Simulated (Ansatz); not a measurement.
# BBrCl: the cost of one run

All numbers are computed with Ansatz 0.2.0, driven from Python. Level of theory: Hartree-Fock/def2-SVP.

### Step 1. The system

Bond lengths: Cl1–B2 1.818 Å, B2–Br3 1.974 Å. Angles: Cl1–B2–Br3 118.6°.

The script holds or builds the structure itself.

### Step 2. The script

Contents of md_bbrcl.py:

```python
# -*- coding: utf-8 -*-
"""Molecular dynamics of one BBrCl molecule."""

import ansatz
import numpy as np

GEOMETRY = """
Cl   -0.11830    1.60380    0.10090
B    -0.56310   -0.10860   -0.31700
Br    0.67050   -1.56000    0.20290
"""


def main():
    bbrcl = ansatz.Crystal.molecule()
    for line in GEOMETRY.strip().splitlines():
        symbol, *xyz = line.split()
        bbrcl = bbrcl.atom(symbol, [float(v) for v in xyz])

    calculation = bbrcl.calculation()
    calculation = calculation.basis(gaussian="def2-SVP")
    calculation = calculation.functional("hf")
    calculation = calculation.spin("collinear", total=1).md("nve", timestep=0.5, steps=20, temperature=200, initial_velocities="maxwell_boltzmann", seed=37)
    frames = []
    calculation.session().plan().execute(on_event=lambda e: frames.append(e["data"]) if e["event"] == "md_step" else None)
    print("t (fs)   E_pot (eV)      E_kin (eV)   T (K)   d(0-1) (A)")
    for f in frames[::3]:
        xyz = np.array(f["positions_ang"])
        print(f"{f['time_fs']:6.2f} {f['lagrangian_ev']:14.5f} {f['e_kin_ev']:10.5f} {f['temperature_k']:8.1f} {np.linalg.norm(xyz[0] - xyz[1]):9.4f}")
    kept = np.array([f["conserved_ev"] for f in frames])
    print(f"conserved energy moves by at most {1000 * np.ptp(kept):.3f} meV")
    symbols = [site.symbol for site in bbrcl.cartesian_sites]
    with open("last_frame.xyz", "w") as handle:
        handle.write(f"{len(symbols)}\nt = {frames[-1]['time_fs']} fs\n")
        handle.writelines("{:2s} {:10.5f} {:10.5f} {:10.5f}\n".format(s, *xyz) for s, xyz in zip(symbols, frames[-1]["positions_ang"]))


if __name__ == "__main__":
    main()
```

### Step 3. Running it

Command:

```sh
$ python md_bbrcl.py
```

Q: Estimate wall time and peak memory on 1 thread of Arm Neoverse V2, shared host.

About 21 s, with a peak of 0.21 GiB.
